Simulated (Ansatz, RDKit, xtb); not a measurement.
# Isomers of C6H7NO2, a sample narrowed down

A sample of isomers of C6H7NO2 is drawn. Aim: find which of them has the lowest free energy at 298.15 K, then its properties. The sample is small against all isomers, and the most stable one of this formula need not be in it.

The funnel: GFN2-xTB relaxations, single points with a density functional, relaxations at PBE-D3(BJ)/def2-SVP, harmonic vibrations (at GFN2-xTB), and a last energy at a higher level. All values are calculated.

**1. Possible bonding patterns**

Isomers were taken from a list of plausible structures; this is a sample, not all of them. That gives 14 candidates.

```
label                      SMILES     spin
 c065            CC(=O)CC(=O)CC#N  singlet
 c069          CC/C(=C/C#N)C(=O)O  singlet
 c150    O=CN[C@@H]1C=C[C@@H]1C=O  singlet
 c168       O=C/C=C1/C[C@@H]1NC=O  singlet
 c173        CC1=N/C(=C\C(=O)O)C1  singlet
 c230            C#CC(=O)CCC(N)=O  singlet
 c271           Cc1c[nH]cc1C(=O)O  singlet
 c290            N=CCOC1=CC(=O)C1  singlet
 c429          C=N/C=C\C=C\C(=O)O  singlet
 c467              C=CCC(=O)OCC#N  singlet
 c694  C=C1[C@@H](C=O)[C@@H]1NC=O  singlet
 c719          N=C(C=C1CC1)C(=O)O  singlet
 c782        N#CCC[C@@H]1CC(=O)O1  singlet
 c936       O=C(O)[C@@H]1C=CCN=C1  singlet
```

Candidates are built by distance geometry, with a force field where one applies, in up to four conformers (letters a to d).

Q: Predict the outcome of this search (final energies at CCSD(T)/def2-SVP + MP2/def2-TZVPP - MP2/def2-SVP).

| quantity | value |
| --- | --- |
| lowest structure found | Cc1c[nH]cc1C(=O)O, singlet |
| next finalist | N#CCC[C@@H]1CC(=O)O1, singlet, 23.0 kcal/mol higher in G |
| share at equilibrium, among the finalists | 100.0 % |

`Cc1c[nH]cc1C(=O)O` comes out lowest. The margin of 23.0 kcal/mol over the next finalist is beyond the usual error of the last level; it says nothing of structures that weren't ranked. GFN2-xTB, r2SCAN-D4/def2-SVP, PBE-D3(BJ)/def2-SVP, HF/def2-SVP and MP2/def2-SVP already put its bonding pattern lowest among the structures in one piece; HF/STO-3G favours the singlet N#CCC[C@@H]1CC(=O)O1. The search is not exhaustive (a finite list of starts, one conformer a finalist), so a lower isomer can't be ruled out. Only 14 drawn patterns were tried, so whole families of isomers are missing, and the result ranks this sample alone. The lowest isomer need not be the one that is made and kept in a bottle, which depends on barriers.
